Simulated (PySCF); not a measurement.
**TaN(OH)2: relaxation and vibrations of the singlet**

Where does singlet TaN(OH)2 go from a T-shaped (ligand arrangement 1) start, is the end point a minimum, and what are its modes, charges and moments?

Computed with PySCF 2.14.0. Level: B3LYP, basis Ta def2-SVP with ECP60, N def2-SVP, O def2-SVP, H def2-SVP, scalar-relativistic core potentials, no spin–orbit coupling, density fitting.

**1. The starting structure**

6 atoms, charge 0, spin multiplicity 1.

Bond lengths: Ta1–N2 1.860 Å, Ta1–O3 2.090 Å, Ta1–O4 2.090 Å, O3–H5 0.960 Å, O4–H6 0.960 Å. Angles: N2–Ta1–O3 88.0°, N2–Ta1–O4 88.0°, O3–Ta1–O4 176.0°, Ta1–O3–H5 130.0°, Ta1–O4–H6 130.0°.

Z-matrix (Å, degrees; charge 0 multiplicity 1):
```
Ta
N  1 1.8600
O  1 2.0900 2 88.00
O  1 2.0900 2 88.00 3 180.00
H  3 0.9600 1 130.00 2 89.99
H  4 0.9600 1 130.00 2 89.99
```

**2. Relaxing the singlet from the T-shaped (ligand arrangement 1) start**

One driver script runs all steps and calls PySCF; scf.py shows how it sets up the SCF of each step. The optimiser is the driver's own. Before each start the driver seeks the lowest SCF state from one or more starting densities and follows internal instabilities, so scf.py alone need not reach the same state.

The program finds C2 symmetry in the start, which this walk keeps. The walk stops when the largest gradient is under 0.0003 Eh/bohr and the energy has settled too.

scf.py reads:

```python
from pyscf import gto, scf, dft
mol = gto.M(atom='''
Ta     0.000000     0.000000    -0.124776
N      0.000000     0.000000     1.735224
O      2.088700    -0.000000    -0.051876
O     -2.088700     0.000000    -0.051876
H      2.705400    -0.735400    -0.030276
H     -2.705400     0.735400    -0.030276''',
    basis={'Ta': 'def2-SVP', 'N': 'def2-SVP', 'O': 'def2-SVP', 'H': 'def2-SVP'},
    ecp={'Ta': 'def2-SVP'},
    charge=0, spin=0)
mf = dft.RKS(mol, xc='B3LYP')
mf.grids.atom_grid = (50, 194)
aux = {'Ta': 'def2-universal-JKFIT', 'N': 'def2-universal-JKFIT', 'O': 'def2-universal-JKFIT', 'H': 'def2-universal-JKFIT'}
mf = mf.density_fit(auxbasis=aux)
mf.kernel()
```

Steps of the walk:

```
step  energy (Eh)  change (kJ/mol)  largest symmetric gradient (Eh/bohr)
   0  -263.201982             0.00                               0.17779
   1  -263.257596          -146.02                               0.04765
   2  -263.281328          -208.32                               0.06701
   3  -263.299966          -257.26                               0.02711
   4  -263.302270          -263.31                               0.04270
   5  -263.310463          -284.82                               0.01028
   6  -263.311436          -287.37                               0.01067
   7  -263.312249          -289.51                               0.00717
   8  -263.313333          -292.35                               0.00184
   9  -263.313489          -292.76                               0.00259
  10  -263.313612          -293.09                               0.00108
  11  -263.313700          -293.32                               0.00171
  12  -263.313715          -293.35                               0.00014
  13  -263.313716          -293.36                               0.00019
```

The walk needed 32 s of wall time on 4 threads, shared host.

End point (C2v, 13 steps, 293.4 kJ/mol gained): O–H 0.965 Å (×2), Ta–N 1.699 Å, Ta–O 1.957 Å (×2); H–O–Ta 133.8° (×2), N–Ta–O 112.2° (×2), O–Ta–O 135.6°.

**3. Hessian and properties**

On the finer grid the gradient is checked again; gradients at displacements of ±0.01 bohr then give force constants and infrared intensities.

Edit scf.py of step 2 so:

```diff
@@ -3,6 +3,6 @@
-Ta     0.000000     0.000000    -0.124776
-N      0.000000     0.000000     1.735224
-O      2.088700    -0.000000    -0.051876
-O     -2.088700     0.000000    -0.051876
-H      2.705400    -0.735400    -0.030276
-H     -2.705400     0.735400    -0.030276''',
+Ta    -0.000000     0.000000     0.003186
+N      0.000000    -0.000000     1.702638
+O      1.782546    -0.324896    -0.737454
+O     -1.782546     0.324896    -0.737454
+H      2.649750    -0.482958    -0.345530
+H     -2.649750     0.482958    -0.345530''',
@@ -13 +13 @@
-mf.grids.atom_grid = (50, 194)
+mf.grids.atom_grid = (75, 302)
```

This SCF starts from the last density.

Log of the central SCF (cycles and frontier levels):

```text
init E= -263.313668123117
  HOMO = -0.250760349020654  LUMO = -0.141385734311552  gap/eV = 2.97623
cycle= 1 E= -263.313668123053  delta_E= 6.38e-11  |g|= 1.81e-05  |ddm|= 1.79e-05
  HOMO = -0.250764677508572  LUMO = -0.141385072991508  gap/eV = 2.97637
cycle= 2 E= -263.313668122132  delta_E= 9.21e-10  |g|= 6.67e-05  |ddm|= 5.93e-05
  HOMO = -0.250761480714882  LUMO = -0.141386023622044  gap/eV = 2.97626
cycle= 3 E= -263.313668123113  delta_E= -9.81e-10  |g|= 7.43e-06  |ddm|= 4.96e-05
  HOMO = -0.250761436042653  LUMO = -0.141385759703553  gap/eV = 2.97626
cycle= 4 E= -263.313668123124  delta_E= -1.09e-11  |g|= 2.88e-07  |ddm|= 5.13e-06
  HOMO = -0.250761406714481  LUMO = -0.141385720266513  gap/eV = 2.97626
Extra cycle  E= -263.313668123124  delta_E= 1.14e-13  |g|= 3.59e-07  |ddm|= 7.46e-07
converged SCF energy = -263.313668123124
```

The whole step took 60 s.

Geometry: C2v; O–H 0.965 Å (×2), Ta–N 1.699 Å, Ta–O 1.957 Å (×2); H–O–Ta 133.8° (×2), N–Ta–O 112.2° (×2), O–Ta–O 135.5°.

Modes, for the most abundant isotopes:

```csv
symmetry,ω (cm⁻¹),IR (km/mol),μ (u)
b1,140i,25.7,4.96
a1,175,1.5,5.27
b2,258,22.9,4.49
a1,524,183,1.22
b2,534,150,1.48
a2,599,0.0,1.14
b1,615,264,1.20
a1,673,31.6,6.88
b2,678,129,5.46
a1,1083,117,14.89
b2,3869,313,1.07
a1,3873,4.9,1.07
```

With 1 mode imaginary (up to 140i cm⁻¹) this point is a saddle.

Properties at this point:

```yaml
Dipole_moment: 2.51 D
Highest_occupied_level: -6.82 eV
Lowest_empty_level: -3.85 eV
Rotational_constants: 0.2895, 0.1409, 0.09477 cm⁻¹
Zero-point_energy_real_modes: 77.0 kJ/mol
Principal_polarisabilities: 33.4, 48.7, 52.9 bohr³
Atomisation_energy_without_zero-point_energy: 2399 kJ/mol
Principal_traceless_quadrupole_moments_about_the_centre_of_mass: -17.12, 6.24, 10.87 D Å
```

Populations by atom (charges in e):

| atom | Mulliken | Löwdin | polar tensor | Mayer order to Ta1 |
| --- | --- | --- | --- | --- |
| Ta1 | 0.79 | 0.27 | 2.04 | – |
| N2 | -0.30 | -0.14 | -0.83 | 3.05 |
| O3,4 | -0.46 | -0.17 | -0.92 | 1.16 |
| H5,6 | 0.22 | 0.11 | 0.31 | 0.03 |

Outer orbital energies (eV). occupied: -13.53, -10.06, -9.74, -9.21, -8.83, -7.51, -6.88, -6.82; empty: -3.85, -1.39, -0.54, 0.36.

Mulliken populations on Ta1 (outside its core potential): s 2.28, p 6.44, d 3.35, f 0.14.

**4. Following the imaginary mode**

The atoms are moved a little along the softest imaginary mode and relaxed again.

The program finds Cs symmetry in the start, which this walk keeps. The walk stops when the largest gradient is under 0.0003 Eh/bohr and the energy has settled too.

Edit scf.py of step 3 so:

```diff
@@ -3,6 +3,6 @@
-Ta    -0.000000     0.000000     0.003186
-N      0.000000    -0.000000     1.702638
-O      1.782546    -0.324896    -0.737454
-O     -1.782546     0.324896    -0.737454
-H      2.649750    -0.482958    -0.345530
-H     -2.649750     0.482958    -0.345530''',
+Ta     0.005275     0.028940     0.002613
+N     -0.019653    -0.107824     1.702065
+O      1.764136    -0.425900    -0.738027
+O     -1.800955     0.223893    -0.738027
+H      2.604922    -0.728906    -0.346103
+H     -2.694578     0.237010    -0.346103''',
@@ -13 +13 @@
-mf.grids.atom_grid = (75, 302)
+mf.grids.atom_grid = (50, 194)
```

Steps of the walk:

```
step  energy (Eh)  change (kJ/mol)  largest symmetric gradient (Eh/bohr)
   0  -263.314391             0.00                               0.01023
   1  -263.315223            -2.18                               0.00795
   2  -263.316263            -4.91                               0.00695
   3  -263.317873            -9.14                               0.00981
   4  -263.320646           -16.42                               0.01291
   5  -263.323213           -23.16                               0.02073
   6  -263.325226           -28.45                               0.00854
   7  -263.326109           -30.76                               0.01664
   8  -263.327172           -33.55                               0.00926
   9  -263.327529           -34.49                               0.00430
  10  -263.327623           -34.74                               0.00429
  11  -263.327670           -34.86                               0.00289
  12  -263.327739           -35.05                               0.00264
  13  -263.327792           -35.18                               0.00154
  14  -263.327810           -35.23                               0.00109
  15  -263.327826           -35.27                               0.00080
  16  -263.327839           -35.31                               0.00061
  17  -263.327846           -35.33                               0.00040
  18  -263.327849           -35.33                               0.00010
```

The walk took 42 s.

After 18 steps and 35.3 kJ/mol it ends at Cs: O–H 0.966 Å (×2), Ta–N 1.711 Å, Ta–O 1.933 Å (×2); H–O–Ta 123.0° (×2), N–Ta–O 104.8° (×2), O–Ta–O 109.8°.

**5. Vibrations and properties at this point**

The same treatment as at the point before.

Edit scf.py of step 4 so:

```diff
@@ -3,6 +3,6 @@
-Ta     0.005275     0.028940     0.002613
-N     -0.019653    -0.107824     1.702065
-O      1.764136    -0.425900    -0.738027
-O     -1.800955     0.223893    -0.738027
-H      2.604922    -0.728906    -0.346103
-H     -2.694578     0.237010    -0.346103''',
+Ta     0.026971     0.147975     0.037440
+N     -0.114390    -0.627602     1.556096
+O      1.466107    -0.778514    -0.860936
+O     -1.646497    -0.211194    -0.860936
+H      1.913439    -1.547144    -0.483595
+H     -2.336243    -0.772574    -0.483595''',
@@ -13 +13 @@
-mf.grids.atom_grid = (50, 194)
+mf.grids.atom_grid = (75, 302)
```

SCF at the final geometry:

```text
init E= -263.327898939374
  HOMO = -0.242238637569828  LUMO = -0.120394704360397  gap/eV = 3.31554
cycle= 1 E= -263.327898939285  delta_E= 8.95e-11  |g|= 2.21e-05  |ddm|= 2.95e-05
  HOMO = -0.242237022072747  LUMO = -0.120398046278851  gap/eV = 3.31541
cycle= 2 E= -263.327898938086  delta_E= 1.2e-09  |g|= 7.65e-05  |ddm|= 7.55e-05
  HOMO = -0.242239752316758  LUMO = -0.120396000972221  gap/eV = 3.31554
cycle= 3 E= -263.32789893937  delta_E= -1.28e-09  |g|= 1.15e-05  |ddm|= 6.11e-05
  HOMO = -0.24223893434301  LUMO = -0.120395797675258  gap/eV = 3.31552
cycle= 4 E= -263.327898939397  delta_E= -2.77e-11  |g|= 8.97e-07  |ddm|= 8.56e-06
  HOMO = -0.242238766824547  LUMO = -0.120395607798475  gap/eV = 3.31552
Extra cycle  E= -263.327898939396  delta_E= 1.25e-12  |g|= 1.76e-06  |ddm|= 2.64e-06
converged SCF energy = -263.327898939396
```

The whole step took 64 s.

Geometry: Cs; O–H 0.966 Å (×2), Ta–N 1.711 Å, Ta–O 1.933 Å (×2); H–O–Ta 123.0° (×2), N–Ta–O 104.9° (×2), O–Ta–O 109.8°.

Harmonic modes (main isotopes):

```tsv
symmetry	ω (cm⁻¹)	IR (km/mol)	μ (u)
a'	162	3.0	5.48
a'	243	15.4	5.81
a''	269	16.6	5.32
a''	541	26.8	1.19
a'	549	196	1.15
a''	649	306	3.30
a'	674	136	4.10
a''	706	2.0	1.53
a'	711	18.0	1.45
a'	1053	53.5	14.87
a''	3852	195	1.07
a'	3859	116	1.07
```

Every mode is real; the point is a minimum.

Properties at this point:

```
Dipole moment                                                   : 3.27 D
Highest occupied level                                          : -6.59 eV
Lowest empty level                                              : -3.28 eV
Rotational constants                                            : 0.2133, 0.1532, 0.114 cm⁻¹
Zero-point energy                                               : 79.4 kJ/mol
Principal polarisabilities                                      : 34.2, 48.9, 54.9 bohr³
Atomisation energy without zero-point energy                    : 2436 kJ/mol
Principal traceless quadrupole moments about the centre of mass : -16.97, 5.82, 11.15 D Å
Entropy at 298.15 K and 1 bar                                   : 318.8 J/(mol K)
Heat capacity Cp at 298.15 K                                    : 81.2 J/(mol K)
Enthalpy at 298.15 K above 0 K                                  : 16.41 kJ/mol
Rotational symmetry number                                      : 1
```

Populations by atom (charges in e):

```json
{"atom": "Ta1", "Mulliken": "0.71", "Löwdin": "0.21", "polar tensor": "1.60", "Mayer order to Ta1": "–"}
{"atom": "N2", "Mulliken": "-0.31", "Löwdin": "-0.16", "polar tensor": "-0.64", "Mayer order to Ta1": "3.02"}
{"atom": "O3,4", "Mulliken": "-0.43", "Löwdin": "-0.13", "polar tensor": "-0.80", "Mayer order to Ta1": "1.22"}
{"atom": "H5,6", "Mulliken": "0.23", "Löwdin": "0.11", "polar tensor": "0.32", "Mayer order to Ta1": "0.02"}
```

Outer orbital energies (eV). occupied: -13.42, -10.00, -9.73, -9.44, -8.71, -7.21, -6.79, -6.59; empty: -3.28, -1.19, -0.37, 0.39.

Mulliken populations on Ta1 (outside its core potential): s 2.38, p 6.38, d 3.39, f 0.14.

**6. Stability of the closed shell**

At the lowest minimum the closed shell is tested against spin polarisation, on the (50, 194) grid. It is stable.

**7. The points found, side by side**

| spin | group | bonds | imaginary modes (cm⁻¹) | ΔE (kJ/mol) | with zero-point energy |
| --- | --- | --- | --- | --- | --- |
| singlet | Cs | O–H 0.966 Å (×2), Ta–N 1.711 Å, Ta–O 1.933 Å (×2) | none | 0.0 | 0.0 |
| singlet | C2v | O–H 0.965 Å (×2), Ta–N 1.699 Å, Ta–O 1.957 Å (×2) | 140i | 37.4 | – |

**8. Results**

| quantity | value |
| --- | --- |
| minimum | singlet, Cs |
| geometry | O–H 0.966 Å (×2), Ta–N 1.711 Å, Ta–O 1.933 Å (×2); H–O–Ta 123.0° (×2), N–Ta–O 104.9° (×2), O–Ta–O 109.8° |
| wavenumbers (cm⁻¹) | 162 (a'), 243 (a'), 269 (a''), 541 (a''), 549 (a'), 649 (a''), 674 (a'), 706 (a''), 711 (a'), 1053 (a'), 3852 (a''), 3859 (a') |
| dipole moment | 3.27 D |
| highest occupied, lowest empty level | -6.59, -3.28 eV |
| polar-tensor charge of Ta1 | +1.60 e |
| zero-point energy | 79.4 kJ/mol |
| entropy at 298.15 K | 318.8 J/(mol K) |
| atomisation energy (no zero-point energy) | 2436 kJ/mol |

What this shows: From C2 at the start the molecule goes to a Cs minimum, after a stop at a saddle point 37.4 kJ/mol higher, from which it was pushed off along an imaginary mode. In the infrared the band at 649 cm⁻¹ (a'') leads. Other starts or spin states, not run here, may lie lower. Spin–orbit coupling, left out here, can matter for elements this heavy.

The search up to here needed 3.5 min of wall time on 4 threads, shared host.
